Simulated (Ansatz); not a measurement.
# HfB: convergence with LAPW's basis error target

Aim: hold HfB and all else fixed and vary LAPW's basis error target, to see how far energy and properties move.

Program: Ansatz 0.2.0. Level of theory: DFT, PBE, all-electron LAPW, scalar-relativistic. These are calculated values, not measurements.

### Step 1. The structure to begin with

It takes space group Fm-3m (No. 225, cubic). The conventional cell has a = 4.620 Å, b = 4.620 Å, c = 4.620 Å, α = 90.00°, β = 90.00°, γ = 90.00°. Around Hf (site symmetry m-3m) lie 6 B at 2.31 Å. Around B (site symmetry m-3m) lie 6 Hf at 2.31 Å.

Structure file:

```
Hf B
1.0
     0.00000    2.31000    2.31000
     2.31000    0.00000    2.31000
     2.31000    2.31000    0.00000
Hf B
1 1
Direct
  0.50000 0.50000 0.50000
  0.00000 0.00000 0.00000
```

The cell comes from a crystallographic database entry that wasn't checked; take it as a given geometry, which may be far from equilibrium.

Atoms are numbered in the order of the input: Hf1, B2.

### Step 2. With basis error target 0.03 eV/atom

Contents of input.yaml:

```yaml
crystal:
  lattice:
    - [0.0, 2.31, 2.31]
    - [2.31, 0.0, 2.31]
    - [2.31, 2.31, 0.0]
  atoms:
    - { symbol: Hf, position: [0.5, 0.5, 0.5] }
    - { symbol: B, position: [0.0, 0.0, 0.0] }
kpoints:
  mp_grid: { grid: [15, 15, 15] }
scf:
  occupations: { method: fermi_dirac, width: 0.05 }
hamiltonian:
  xc: pbe
  pseudopotentials: { kind: all_electron, lapw: { basis_error: 0.03 } }
output:
  forces: true
  stress: true
  eigenvalues: true
```

Run with:

```sh
$ ansatz run input.yaml --threads 1 --pin off --max-ram 2048MiB --backend cpu --events-out ev --progress --plain --runs-dir out
```

### Step 3. With basis error target 0.01 eV/atom

input.yaml: that of step 2 with these lines changed.

```diff
@@ -14,3 +14,3 @@
   xc: pbe
-  pseudopotentials: { kind: all_electron, lapw: { basis_error: 0.03 } }
+  pseudopotentials: { kind: all_electron, lapw: { basis_error: 0.01 } }
 output:
```

### Step 4. With basis error target 0.003 eV/atom

input.yaml: that of step 3 with these lines changed.

```diff
@@ -14,3 +14,3 @@
   xc: pbe
-  pseudopotentials: { kind: all_electron, lapw: { basis_error: 0.01 } }
+  pseudopotentials: { kind: all_electron, lapw: { basis_error: 0.003 } }
 output:
```

### Step 5. With basis error target 0.0001 eV/atom

input.yaml: that of step 4 with these lines changed.

```diff
@@ -14,3 +14,3 @@
   xc: pbe
-  pseudopotentials: { kind: all_electron, lapw: { basis_error: 0.003 } }
+  pseudopotentials: { kind: all_electron, lapw: { basis_error: 0.0001 } }
 output:
```

(Steps that only read results are left out.)

Before running it: what results should come out? Wanted: energy error of the loosest run; pressure, lowest to highest.

**Answer**, as computed:

| quantity | value |
| --- | --- |
| energy error of the loosest run (LAPW) | 9.9 meV/atom |
| within 1 meV/atom from | basis error target 0.003 |
| pressure, lowest to highest (LAPW) | 29.88 to 29.98 GPa |

What this shows: The loosest usable run is off by 9.9 meV/atom from the tightest; from basis error target 0.003 on, all lie within 1 meV/atom of it. The energy falls at every step, as a growing basis should make it. The pressure spans 0.10 GPa (LAPW). The tightest run took 48 s against 12 s for the loosest. Spin-orbit coupling is left out, though the cell holds Hf; in elements this heavy it can shift bands and gaps by tenths of an eV.
